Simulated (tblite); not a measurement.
# C4H11BO2Si2: the cost of one run

Programs: tblite 0.8.0 and PySCF 2.14.0, with density-fitted response routines of our own. Each step states its level of theory. These are calculated values for one molecule in the gas phase, unless marked as measured. Atoms count from 0, in the outputs and in this text.

## (1) Starting geometry

20 atoms, charge 0, multiplicity 1; geometry from: force field or distance geometry start.

Bonds of the start (Å): C0–Si1 1.87, Si1–Si2 2.23, Si2–C3 1.83, C3–C4 1.35, C4–O5 1.39, O5–B6 1.50, B6–O7 1.50, O7–C8 1.27, C8–C3 1.48, C0–H9 1.12, C0–H10 1.11, C0–H11 1.10, Si1–H12 1.46, Si1–H13 1.48, Si2–H14 1.47, Si2–H15 1.48, C4–H16 1.08, B6–H17 1.20, B6–H18 1.19, C8–H19 1.08.

## (2) Relaxing the molecule with GFN2-xTB

The job: settings as JSON, then the geometry in Å.

```
{"job": {"kind": "relax", "xc": "GFN2-xTB", "basis": "xTB"}, "charge": 0, "multiplicity": 1}
C     -2.614900    -1.076400    -0.065700
Si    -2.426700     0.733900     0.362700
Si    -0.655100     1.549100    -0.724300
C      0.819100     0.542000    -0.326000
C      1.587000     0.838700     0.738900
O      2.671900     0.031900     1.072700
B      3.189100    -1.032100     0.144300
O      2.119900    -1.418700    -0.832100
C      1.093200    -0.713300    -1.064200
H     -3.507600    -1.488200     0.473600
H     -2.776000    -1.175300    -1.161100
H     -1.716100    -1.633400     0.237800
H     -3.638300     1.471200     0.001200
H     -2.190000     0.857200     1.816500
H     -0.923800     1.493800    -2.171800
H     -0.443800     2.951900    -0.318100
H      1.367500     1.710100     1.345100
H      3.530400    -1.993700     0.774200
H      4.121500    -0.601700    -0.448100
H      0.387700    -1.036400    -1.811400
```

Run with:

```bash
$ OMP_NUM_THREADS=1 python probes_run.py task.json out
```

One launch serves the whole session: the jobs run in the order shown.

Q: Estimate the wall time and peak memory of this first job on 1 thread of AMD EPYC, shared host.

About 3.6 s, with a peak of 0.18 GiB.
